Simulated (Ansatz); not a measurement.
# AlH₅N₂O: ionisation energy by level of theory

One table from this session's results is given with a row withheld; the runs are named, their logs left out.

The runs use Ansatz 0.2.0, Gaussian basis; unrestricted cation, the program's frozen cores in correlated methods.

The runs, in order: UKS PBE-D4/def2-TZVPP; UKS r2SCAN-D4/def2-TZVPP; UKS PBE0-D4/def2-TZVPP; UKS B3LYP-D4/def2-TZVPP; UKS wB97X-V/def2-TZVPP; UKS wB97M-V/def2-TZVPP; UKS B2PLYP/def2-TZVPP; UHF-CCSD(T)/def2-TZVPP; UHF-CCSD(T)/def2-QZVPP; extrapolation to the limit; then −ε(HOMO) from the neutral's earlier runs with LDA (SPW92), PBE-D4, revPBE-D4, BLYP-D4, r2SCAN-D4, B97M-V, PBE0-D4, B3LYP-D4, r2SCANh-D4, r2SCAN0-D4, HSE06-D4, BHLYP-D4, CAM-B3LYP-D4, LC-ωPBE, ωB97X-V, ωB97M-V.

## Structure used throughout

All runs share one geometry, relaxed beforehand with PBE0-D4 in a triple-zeta def2 set.

SMILES `[NH2][Al]([NH2])[OH]`, 9 atoms, charge 0, spin multiplicity 1.

Atoms are counted from 1 here; the program's logs count them from 0.

Bond lengths: N1–Al2 1.763 Å, N1–H5 1.005 Å, N1–H6 1.006 Å, Al2–N3 1.768 Å, Al2–O4 1.698 Å, N3–H7 1.006 Å, N3–H8 1.006 Å, O4–H9 0.954 Å. Angles: Al2–N1–H5 125.9°, Al2–N1–H6 123.6°, H5–N1–H6 110.5°, N1–Al2–N3 121.3°, N1–Al2–O4 116.6°, N3–Al2–O4 122.1°, Al2–N3–H7 124.8°, Al2–N3–H8 125.2°, H7–N3–H8 110.0°, Al2–O4–H9 124.5°.

The first run:

Input file in.yaml:

```yaml
crystal:
  periodic: [false, false, false]
  atoms:
    - {symbol: N, position_ang: [-0.364230, 1.207867, -1.153117]}
    - {symbol: Al, position_ang: [-0.188439, 0.054218, 0.168162]}
    - {symbol: N, position_ang: [1.100059, -1.156777, 0.164636]}
    - {symbol: O, position_ang: [-1.315503, 0.170150, 1.432691]}
    - {symbol: H, position_ang: [0.220759, 1.263824, -1.968671]}
    - {symbol: H, position_ang: [-1.082831, 1.911159, -1.186165]}
    - {symbol: H, position_ang: [1.789247, -1.260802, -0.561101]}
    - {symbol: H, position_ang: [1.253202, -1.842355, 0.884448]}
    - {symbol: H, position_ang: [-1.323763, -0.393482, 2.202016]}
basis:
  gaussian: {orbitals: def2-TZVPP}
total_charge: 1
magnetization: {spin_polarized: true, initial_magnetization: 1}
hamiltonian: {xc: pbe, dispersion: d4}
```

Command:

```bash
$ ansatz run in.yaml --threads 2 --pin off --events-out ev --progress --plain --max-ram 32768MiB --backend cpu
```

Among the steps run: Cation, UKS PBE-D4/def2-TZVPP; Cation, UKS r2SCAN-D4/def2-TZVPP; Cation, UKS PBE0-D4/def2-TZVPP; Cation, UKS B3LYP-D4/def2-TZVPP; Cation, UKS wB97X-V/def2-TZVPP; Cation, UKS wB97M-V/def2-TZVPP; Cation, UKS B2PLYP (frozen core)/def2-TZVPP; Cation, UHF-CCSD(T)/def2-TZVPP; Cation, UHF-CCSD(T)/def2-QZVPP.

One table of the session follows, with a row left open; its other results are not shown here.

Orbital estimates, from the neutral's runs:

```
  functional  −ε(HOMO) (eV)
 LDA (SPW92)           5.63
      PBE-D4           5.45
   revPBE-D4           5.39
     BLYP-D4           5.32
   r2SCAN-D4           5.75
      B97M-V           5.79
     PBE0-D4           6.89
    B3LYP-D4           6.63
  r2SCANh-D4              ?
  r2SCAN0-D4           7.10
    HSE06-D4           6.48
    BHLYP-D4           8.23
CAM-B3LYP-D4           8.34
     LC-ωPBE           9.80
     ωB97X-V           9.38
     ωB97M-V           9.28
```

Q: Estimate the row for r2SCANh-D4 from the others.

Worked estimate for «−ε(HOMO) (eV)». Against the share of exact exchange, r2SCAN-D4 (0, 5.75), r2SCAN0-D4 (0.25, 7.10) give a slope of 5.40 per unit share; at 0.1 the line stands at 6.29.

The run gave: −ε(HOMO) (eV): 6.29. In «−ε(HOMO) (eV)» the line misses by 0.00.
